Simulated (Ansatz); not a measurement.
Working through a single point in a Gaussian basis of CH₄ClFGeSi, SMILES [F][Ge]1([Cl])[CH2][SiH2]1

Computed with Ansatz 0.2.0 through its Python package.

Run as a notebook:

In [1]:
```python
import ansatz
```

In [2]:
```python
geometry_ang = [
    ('F', [0.6105, -2.5045, -0.596]),
    ('Ge', [0.7771, -0.9321, 0.2242]),
    ('Cl', [2.7516, -0.3068, 0.7483]),
    ('C', [0.0197, 0.4829, -0.8148]),
    ('Si', [-1.068, 0.4651, 0.6863]),
    ('H', [0.5796, 1.391, -0.9272]),
    ('H', [-0.5617, 0.1008, -1.7049]),
    ('H', [-2.2995, -0.2508, 0.6186]),
    ('H', [-0.7209, 1.5082, 1.7484]),
]
ch4clfgesi = ansatz.Crystal.molecule()
for symbol, xyz in geometry_ang:
    ch4clfgesi = ch4clfgesi.atom(symbol, xyz)
```

In [3]:
```python
job = ch4clfgesi.calculation().basis(gaussian='def2-SVP').functional(ansatz.LibraryFunctional('BHLYP'))
trace = []
result = job.session().plan().execute(on_event=trace.append)
rep = result.report

rep['n_occupied'], rep['n_virtual']
```
Out [3]:
```text
([41, 41], [75, 75])
```

In [4]:
```python
sorted(key for key in rep if key.endswith('_ev'))
```
Out [4]:
```text
['free_energy_ev', 'reference_energy_ev']
```

In [5]:
```python
type(result).__name__, type(rep).__name__
```
Out [5]:
```text
('RunOutcome', 'dict')
```

In [6]:
```python
for event in trace:
    if event['event'] == 'mean_field_evaluation' and event['data']['evaluation'] <= 25:
        print('pass {evaluation:3d}  E = {energy_ev:.6f} eV  gradient {gradient_ev:.1e}'.format(**event['data']))
```
```text
pass   1  E = -80713.934294 eV  gradient 4.9e+01
pass   2  E = -80713.165898 eV  gradient 5.4e+01
pass   3  E = -80718.916062 eV  gradient 4.7e+00
pass   4  E = -80718.949105 eV  gradient 2.4e+00
pass   5  E = -80718.961360 eV  gradient 4.4e-01
pass   6  E = -80718.961178 eV  gradient 4.4e-01
pass   7  E = -80719.119437 eV  gradient 9.8e-01
pass   8  E = -80719.122328 eV  gradient 2.7e-01
pass   9  E = -80719.122545 eV  gradient 1.2e-01
pass  10  E = -80719.122584 eV  gradient 4.0e-02
pass  11  E = -80719.122602 eV  gradient 4.2e-02
pass  12  E = -80719.122606 eV  gradient 8.9e-03
pass  13  E = -80719.122607 eV  gradient 3.3e-03
pass  14  E = -80719.122607 eV  gradient 6.4e-04
pass  15  E = -80719.122607 eV  gradient 6.5e-04
pass  16  E = -80719.122607 eV  gradient 2.3e-04
pass  17  E = -80719.122607 eV  gradient 6.9e-05
pass  18  E = -80719.122607 eV  gradient 7.0e-05
pass  19  E = -80719.122607 eV  gradient 7.0e-05
```

In [7]:
```python
print('reference energy %16.6f eV' % rep['reference_energy_ev'])
print('total energy     %16.6f eV' % rep['free_energy_ev'])
print('occupied (up, down):', rep['n_occupied'], ' virtual:', rep['n_virtual'], ' frozen:', rep['n_frozen'])
```
```text
reference energy    -80719.122778 eV
total energy        -80719.122778 eV
occupied (up, down): [41, 41]  virtual: [75, 75]  frozen: 0
```

What to keep in mind:
- The settings weren't tested for convergence.
- The geometry is a force-field or estimated start, not a minimum of this method, and the basis set is short of its limit.
- Early passes use coarser integrals and grids, so their energies can't be compared with the last.
- Run time: 6.5 s on 1 thread of Arm Neoverse V2, with other jobs on the host, peak memory 0.33 GiB.

(Lines on the test bed's own set-up are left out of the output.)
